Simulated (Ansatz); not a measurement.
I need a series of slab calculations of SrCa, space group R-3m. Use the Ansatz DFT code, driven from Python. Settings (first run): LDA, PAW, cutoff 639 eV, 5×5×1 k-points, Fermi-Dirac smearing of 0.15 eV.

The script reads `POSCAR`:
```text
SrCa
1.0
   2.06737414    1.19359902    6.73499103
  -2.06737414    1.19359902    6.73499103
   0.00000000   -2.38719804    6.73499103
Sr Ca
1 1
Direct
   0.50000000    0.50000000    0.50000000
   0.00000000    0.00000000    0.00000000
```

`srca.py`:
```python
"""Surface of SrCa against the width of the vacuum."""

import ansatz as az
from ase.build import surface
from ase.io import read
import numpy as np
import pandas as pd

XC = "LDA"
MAX_SCF = 80
EXTRA_BANDS = 8
KGRID = (5, 5, 1)

atoms = read("POSCAR", format="vasp")
# the plane is named in the basis of this cell
rows = []
for value in [3.0, 4.0, 5.0, 6.5, 8.0]:
    slab = surface(atoms, (1, 1, 1), 2, vacuum=value)
    slab.pbc = True
    job = (
        az.Crystal.from_ase(slab).calculation()
        .functional(XC)
        .basis(47 * az.Ry)
        .accuracy("medium")
        .occupations(az.OccupationsMethod.FERMI_DIRAC, width=150 * az.meV)
        .scf(max_iterations=MAX_SCF, extra_bands=EXTRA_BANDS, lower_state_search="off")
        .kpoints(*KGRID)
        .electric_field(axis=3, dipole_correction=True)
    )
    r = job.run(threads=1, backend="cpu").report
    face = r["work_function"]
    rows.append((value, len(slab), r["free_energy_ev"], face["dipole_moment_e_ang"], face.get("phi_plus_ev"), face.get("phi_minus_ev")))

print(pd.DataFrame(rows, columns=["vacuum each side (A)", "atoms", "F (eV)", "dipole (e A)", "phi upper (eV)", "phi lower (eV)"]).round(4).to_string(index=False))
```

Running `python srca.py` prints:
```text
RunWarning: efield: at this solve's end the planar-averaged density reaches 4.35e-2 e/Å³ inside the ramp window [0.8879, 0.1121] (bound 1e-5 e/Å³); the window's nearer edge stands 1.19 Å from this solve's nearest atom along the axis. Its work functions, free energy, forces, stress, dipole, levels and responses can be [...]
 vacuum each side (A)  atoms      F (eV)  dipole (e A)  phi upper (eV)  phi lower (eV)
                  3.0      4 -10433.0474        0.0293          1.2741          2.0912
                  4.0      4 -10432.9579        0.0133          2.5974          2.8873
                  5.0      4 -10432.9497        0.0085          2.9106          3.0243
                  6.5      4 -10432.9489        0.0072          2.9578          3.0477
                  8.0      4 -10432.9488        0.0070          2.9626          3.0478
```
(Warnings from the package without file and line, shortened, repeats left out.)

Caveats:
- The settings weren't tested for convergence.
- The density doesn't vanish in the vacuum (a short gap or a low cutoff), which blurs the vacuum level.
- A Fermi-Dirac width this large means warm electrons, whose thermal share enters the free energy.
- The structure comes from a database of computed cells and needn't be a stable or known phase.
- The slabs are thin, unrelaxed cuts of the structure as given, on a modest mesh, so the surface energy isn't converged; Miller indices refer to the cell as typed, and unlike faces give only a mean.
- Finished in 26 s on 1 thread of Arm Neoverse V2 (shared host), peak memory 0.68 GiB.

(Lines on the test bed's own set-up are left out of the output.)
